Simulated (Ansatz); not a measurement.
# Cl2F2H5NSi: the cost of one run

All numbers below are computed with Ansatz 0.2.0 (UKS B3LYP/STO-3G).

### Step 1. The structure to begin with

Bond lengths: Si1–N2 2.120 Å, Si1–Cl3 2.080 Å, Si1–Cl4 2.003 Å, Si1–H5 1.441 Å, Si1–F7 2.003 Å, N2–H10 1.009 Å, N2–H11 1.009 Å. Angles: Si1–N2–H10 109.4°, Si1–N2–H11 109.3°, H10–N2–H11 108.9°, N2–Si1–Cl3 91.1°, N2–Si1–Cl4 105.5°, N2–Si1–H5 121.1°, N2–Si1–F7 78.8°, Cl3–Si1–Cl4 102.6°, Cl3–Si1–H5 98.9°, Cl3–Si1–F7 167.1°, Cl4–Si1–H5 127.8°, Cl4–Si1–F7 87.9°, H5–Si1–F7 79.8°.

Coordinates:

```xyz
11

Si   -0.5286    0.8762   -0.7357
N    -0.2933   -1.0668    0.0792
Cl   -2.3300    0.3299   -1.6199
Cl   -1.1216    2.0278    0.7917
H     0.1882    1.2787   -1.9190
H     1.6825    0.3188    0.9281
F     1.3319    0.9866   -0.0019
H     0.6457   -1.0316    1.0278
F     1.6017   -0.6351    1.6459
H     0.0006   -1.7020   -0.6471
H    -1.1770   -1.3824    0.4509
```

### Step 2. Run 1

150 steps of 0.5 fs at constant energy, with velocities drawn for 100 K.

Contents of input.yaml:

```yaml
crystal:
  periodic: [false, false, false]
  atoms:
    - { symbol: Si, position_ang: [-0.5286, 0.8762, -0.7357] }
    - { symbol: "N", position_ang: [-0.2933, -1.0668, 0.0792] }
    - { symbol: Cl, position_ang: [-2.33, 0.3299, -1.6199] }
    - { symbol: Cl, position_ang: [-1.1216, 2.0278, 0.7917] }
    - { symbol: H, position_ang: [0.1882, 1.2787, -1.919] }
    - { symbol: H, position_ang: [1.6825, 0.3188, 0.9281] }
    - { symbol: F, position_ang: [1.3319, 0.9866, -0.0019] }
    - { symbol: H, position_ang: [0.6457, -1.0316, 1.0278] }
    - { symbol: F, position_ang: [1.6017, -0.6351, 1.6459] }
    - { symbol: H, position_ang: [0.0006, -1.702, -0.6471] }
    - { symbol: H, position_ang: [-1.177, -1.3824, 0.4509] }
magnetization:
  spin_polarized: true
basis:
  gaussian: { orbitals: STO-3G }
hamiltonian:
  xc: b3lyp
md:
  timestep: 0.5
  n_steps: 150
  ensemble: nve
  temperature: 100.0
  initial_velocities: maxwell_boltzmann
  seed: 620378
```

Run with:

```sh
> ansatz run input.yaml --threads 1 --pin off --max-ram 2048MiB --backend cpu --events-out ev --progress --plain --runs-dir out
```

**Question.** How long does this run take on 1 thread of Arm Neoverse V2, shared host, and how much memory does it need?

About 10 min, with a peak of 0.19 GiB.
